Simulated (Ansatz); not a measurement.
# Na2AlHgCl6: the cost of one run

Computed with Ansatz 0.2.0 (DFT r2SCAN, scalar-relativistic, plane waves, PAW).

**1. The starting structure**

The structure is cubic, space group Fm-3m (No. 225). Conventional cell: a = 10.376 Å, b = 10.376 Å, c = 10.376 Å, α = 90.00°, β = 90.00°, γ = 90.00°. Na (site symmetry -43m) is surrounded by 12 Cl at 3.68 Å. Al (site symmetry m-3m) is surrounded by 6 Cl at 2.35 Å. Around Hg (site symmetry m-3m) lie 6 Cl at 2.84 Å. Cl (site symmetry 4mm) has 1 Al at 2.35 Å and 1 Hg at 2.84 Å as nearest neighbours.

As a file:

```cif
data_structure
_symmetry_space_group_name_H-M 'Fm-3m'
_symmetry_Int_Tables_number 225
_cell_length_a 10.3760
_cell_length_b 10.3760
_cell_length_c 10.3760
_cell_angle_alpha 90.000
_cell_angle_beta 90.000
_cell_angle_gamma 90.000
_cell_volume 1117.09
loop_
_atom_site_label
_atom_site_type_symbol
_atom_site_symmetry_multiplicity
_atom_site_Wyckoff_symbol
_atom_site_fract_x
_atom_site_fract_y
_atom_site_fract_z
_atom_site_occupancy
Na1 Na 8 c 0.25000 0.25000 0.75000 1
Al1 Al 4 a 0.00000 0.00000 0.00000 1
Hg1 Hg 4 b 0.50000 0.00000 0.00000 1
Cl1 Cl 24 e 0.22621 0.00000 0.00000 1
```

The structure comes from the Materials Project (structure only).

**2. Another functional, on a distorted cell: r2SCAN**

What differs from the listed cell: strain xx, yy, zz, yz, xz, xy = -2.6, -2.6, -2.6, +0.0, +0.0, +0.0 %; atoms moved by 0.06 Å root mean square, at most 0.08 Å.

input.yaml reads:

```yaml
crystal:
  lattice:
    - [0.0, 5.0512404254, 5.0512404254]
    - [5.0512404254, 0.0, 5.0512404254]
    - [5.0512404254, 5.0512404254, 0.0]
  atoms:
    - { symbol: Na, position: [0.75, 0.75, 0.75] }
    - { symbol: Na, position: [0.25, 0.25, 0.25] }
    - { symbol: Al, position: [0.0, 0.0, 0.0] }
    - { symbol: Hg, position: [0.5, 0.5, 0.5] }
    - { symbol: Cl, position: [0.7663287218, 0.2336712782, 0.2336712782] }
    - { symbol: Cl, position: [0.2336712782, 0.2336712782, 0.7663287218] }
    - { symbol: Cl, position: [0.2336712782, 0.7663287218, 0.7663287218] }
    - { symbol: Cl, position: [0.2336712782, 0.7663287218, 0.2336712782] }
    - { symbol: Cl, position: [0.7663287218, 0.2336712782, 0.7663287218] }
    - { symbol: Cl, position: [0.7663287218, 0.7663287218, 0.2336712782] }
basis:
  ecutwfc: 500
kpoints:
  mp_grid: { grid: [6, 6, 6] }
hamiltonian:
  xc: r2scan
scf:
  occupations: { method: gaussian, width: 0.1 }
output:
  forces: true
  stress: true
  eigenvalues: true
```

Started as:

```bash
$ ansatz run input.yaml --threads 2 --pin off --max-ram 2662MiB --backend cpu --events-out ev --progress --plain --runs-dir out
```

Q: Estimate wall time and peak memory on 2 threads of an x86-64 CPU, shared host.

About 30 s, with a peak of 1.3 GiB.
